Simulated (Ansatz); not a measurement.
**CH4BClOSi: how energies converge with the basis set**

An exercise on one series of results from a longer session: the logs are not shown, and one member is left open.

The runs use Ansatz 0.2.0, Gaussian basis; one geometry, several basis sets.

Plan: PBE0-D4/def2-SVP; ωB97M-V/def2-SVP; PBE0-D4/def2-QZVPP; ωB97M-V/def2-QZVPP; the functionals' def2-TZVPP values are taken from earlier runs.

## Structure used throughout

The geometry comes from an earlier relaxation with PBE0-D4 in a triple-zeta def2 set; it is a stationary point, not always the lowest conformer.

9 atoms, charge 0, spin multiplicity 1.

Atoms are counted from 1 here; the program's logs count them from 0.

Bond lengths: Cl1–B3 1.795 Å, C2–B3 1.548 Å, C2–O5 1.298 Å, C2–H6 1.097 Å, B3–Si4 2.036 Å, B3–H7 1.220 Å, Si4–O5 1.783 Å, Si4–H8 1.486 Å, Si4–H9 1.482 Å. Angles: B3–C2–O5 111.4°, B3–C2–H6 133.5°, O5–C2–H6 115.0°, Cl1–B3–C2 123.6°, Cl1–B3–Si4 134.7°, Cl1–B3–H7 117.4°, C2–B3–Si4 75.9°, C2–B3–H7 101.9°, Si4–B3–H7 93.3°, B3–Si4–O5 75.8°, B3–Si4–H8 126.9°, B3–Si4–H9 121.7°, O5–Si4–H8 109.2°, O5–Si4–H9 102.8°, H8–Si4–H9 108.9°, C2–O5–Si4 91.8°.

The first run:

in.yaml

```yaml
crystal:
  periodic: [false, false, false]
  atoms:
    - {symbol: Cl, position_ang: [-0.238911, 2.258541, 1.448008]}
    - {symbol: C, position_ang: [-0.190119, 0.588012, -0.981512]}
    - {symbol: B, position_ang: [0.315922, 0.870670, 0.453535]}
    - {symbol: Si, position_ang: [-0.065372, -1.129426, 0.448055]}
    - {symbol: O, position_ang: [-0.100921, -0.672825, -1.274816]}
    - {symbol: H, position_ang: [-0.641134, 1.215035, -1.760579]}
    - {symbol: H, position_ang: [1.519208, 0.712694, 0.332587]}
    - {symbol: H, position_ang: [0.919415, -2.225196, 0.643627]}
    - {symbol: H, position_ang: [-1.429590, -1.663804, 0.673994]}
basis:
  gaussian: {orbitals: def2-SVP}
hamiltonian: {xc: pbe0, dispersion: d4}
output: {orbitals: {seedname: orbitals}}
```

The run is started by

```sh
ansatz run in.yaml --threads 4 --pin off --events-out ev --progress --plain --max-ram 10444MiB
```

Among the steps run: PBE0-D4 in def2-SVP; ωB97M-V in def2-SVP; PBE0-D4 in def2-QZVPP; ωB97M-V in def2-QZVPP.

One of the session's tables, all rows but one given; the rest of the session is left out.

It belongs to the step «Density functionals: the series». 

```
functional       basis  HOMO (eV)  LUMO (eV)
   PBE0-D4    def2-SVP      -7.13      -2.55
   PBE0-D4  def2-TZVPP          ?          ?
   PBE0-D4  def2-QZVPP      -7.25      -2.69
   ωB97M-V    def2-SVP      -9.14      -0.34
   ωB97M-V  def2-TZVPP      -9.28      -0.51
   ωB97M-V  def2-QZVPP      -9.31      -0.57
```

**Question.** Estimate the row for PBE0-D4, def2-TZVPP.

As computed: HOMO (eV): -7.23; LUMO (eV): -2.65. In the column «HOMO (eV)» it lies between PBE0-D4, def2-QZVPP (-7.25) and PBE0-D4, def2-SVP (-7.13).
